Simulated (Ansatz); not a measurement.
# CH5FO2Sn: a ladder of functionals and wavefunction methods

How much do the methods differ for CH5FO2Sn? The plan is to run it at one geometry with functionals of several rungs and with coupled cluster, and see how far each lands from CCSD(T) at the basis-set limit for the atomisation energy.

The runs use Ansatz 0.2.0, Gaussian basis; functionals in def2-TZVPP, the program's frozen cores in correlated methods.

The runs, in order: LDA (SPW92), PBE-D4, revPBE-D4, BLYP-D4, r2SCAN-D4, B97M-V, PBE0-D4, B3LYP-D4, r2SCANh-D4, r2SCAN0-D4, HSE06-D4, BHLYP-D4, CAM-B3LYP-D4, LC-ωPBE, ωB97X-V, ωB97M-V, B2PLYP, PBE-QIDH; CCSD(T)/def2-SVP; CCSD(T)/def2-TZVPP; MP2/def2-QZVPP; extrapolation to the limit; RPA on PBE.

### 1 The geometry

The geometry comes from an earlier relaxation with PBE0-D4 in a triple-zeta def2 set; it is a stationary point, not always the lowest conformer. Sn takes the def2 core potential; no spin-orbit term is included.

SMILES `[CH3][Sn]([OH])([OH])[F]`, 10 atoms, charge 0, spin multiplicity 1.

Atoms are counted from 1 here; the program's logs count them from 0.

Bond lengths: C1–Sn2 2.105 Å, C1–H6 1.089 Å, C1–H7 1.089 Å, C1–H8 1.089 Å, Sn2–O3 1.944 Å, Sn2–O4 1.950 Å, Sn2–F5 1.924 Å, O3–H9 0.961 Å, O4–H10 0.961 Å. Angles: Sn2–C1–H6 108.7°, Sn2–C1–H7 108.8°, Sn2–C1–H8 109.0°, H6–C1–H7 110.2°, H6–C1–H8 110.1°, H7–C1–H8 110.0°, C1–Sn2–O3 110.5°, C1–Sn2–O4 116.8°, C1–Sn2–F5 111.5°, O3–Sn2–O4 108.5°, O3–Sn2–F5 107.1°, O4–Sn2–F5 101.7°, Sn2–O3–H9 113.5°, Sn2–O4–H10 111.8°.

As a file:

```xyz
10
charge 0, multiplicity 1
C    -1.5248   -0.4342   -0.5895
Sn    0.3171    0.2205    0.1916
O     0.6663   -0.6236    1.9080
O     1.8864   -0.0102   -0.9431
F     0.3232    2.1225    0.4840
H    -2.1019   -0.8915    0.2126
H    -2.0593    0.4235   -0.9948
H    -1.3378   -1.1622   -1.3775
H     1.5729   -0.5188    2.2081
H     2.3410    0.8228   -1.0965
```

### 2 LDA

This LDA is Slater exchange with PW92 correlation.

File in.yaml:

```yaml
crystal:
  periodic: [false, false, false]
  atoms:
    - {symbol: C, position_ang: [-1.524836, -0.434195, -0.589459]}
    - {symbol: Sn, position_ang: [0.317107, 0.220472, 0.191586]}
    - {symbol: O, position_ang: [0.666274, -0.623555, 1.907951]}
    - {symbol: O, position_ang: [1.886417, -0.010247, -0.943091]}
    - {symbol: F, position_ang: [0.323245, 2.122462, 0.483959]}
    - {symbol: H, position_ang: [-2.101930, -0.891536, 0.212624]}
    - {symbol: H, position_ang: [-2.059293, 0.423498, -0.994811]}
    - {symbol: H, position_ang: [-1.337840, -1.162180, -1.377502]}
    - {symbol: H, position_ang: [1.572929, -0.518828, 2.208120]}
    - {symbol: H, position_ang: [2.341027, 0.822810, -1.096478]}
basis:
  gaussian: {orbitals: def2-TZVPP}
hamiltonian: {xc: lda}
output: {orbitals: {seedname: orbitals}}
```

Started as:

```bash
$ ansatz run in.yaml --threads 4 --pin off --events-out ev --progress --plain --max-ram 10444MiB
```

The runs that follow: PBE-D4 (GGA); revPBE-D4 (GGA); BLYP-D4 (GGA); r2SCAN-D4 (meta-GGA); B97M-V (meta-GGA); PBE0-D4 (hybrid); B3LYP-D4 (hybrid); r2SCANh-D4 (hybrid); r2SCAN0-D4 (hybrid); HSE06-D4 (hybrid); BHLYP-D4 (hybrid); CAM-B3LYP-D4 (range-separated); LC-ωPBE (range-separated); ωB97X-V (range-separated); ωB97M-V (range-separated); B2PLYP (double hybrid); PBE-QIDH (double hybrid); CCSD(T) in def2-SVP; CCSD(T) in def2-TZVPP; MP2 in def2-QZVPP; RPA on PBE orbitals.

Q: Predict the results of all the runs planned. Wanted: atomisation energy, CCSD(T)/CBS; farthest beyond LDA; mean size of error, GGA; mean size of error, meta-GGA; mean size of error, hybrid; mean size of error, range-separated; mean size of error, double hybrid; gap, smallest and largest; T1 diagnostic.

**Answer**, as computed:

```
                               quantity                                  value
        atomisation energy, CCSD(T)/CBS                              37.478 eV
    functionals within 0.375 eV (1.0 %)                PBE-D4, B97M-V, ωB97X-V
                    farthest beyond LDA                   BHLYP-D4 (-2.285 eV)
                mean size of error, GGA                               0.547 eV
           mean size of error, meta-GGA                               0.406 eV
             mean size of error, hybrid                               1.189 eV
    mean size of error, range-separated                               0.458 eV
      mean size of error, double hybrid                               0.996 eV
              gap, smallest and largest  5.02 eV (BLYP-D4), 12.93 eV (LC-ωPBE)
                          T1 diagnostic                                 0.0136
triples share of the correlation energy                                  3.3 %
```

What this shows: The LDA atomisation energy is off by 5.431 eV (14 %): it overbinds. PBE-D4 misses by +0.220 eV. Double hybrids carry the basis error of their MP2 part in triple zeta, and no dispersion term here, so their miss is partly the set-up's. By mean error the best rung here is meta-GGA (0.406 eV) and the worst beyond LDA is hybrid (1.189 eV). The gap between the best rungs is small, so their order is not settled. The mean of the hybrids holds BHLYP, with half exact exchange. Misses under about 0.375 eV are within the doubt on the reference itself, which lacks core-valence correlation, spin-orbit coupling and higher excitations, and its outer-core shells are covered unevenly. All levels share the lack of spin-orbit coupling, which lowers the free heavy atoms and so the true binding. Hartree-Fock recovers 68 % of the binding; the rest is correlation. CCSD(T) in def2-SVP is off by -3.327 eV, worse than the median functional, from the basis alone. Orbital gaps span 5.0 to 12.9 eV; exact exchange widens them. Correlated methods include outer-core shells of Sn, which these sets cover unevenly.
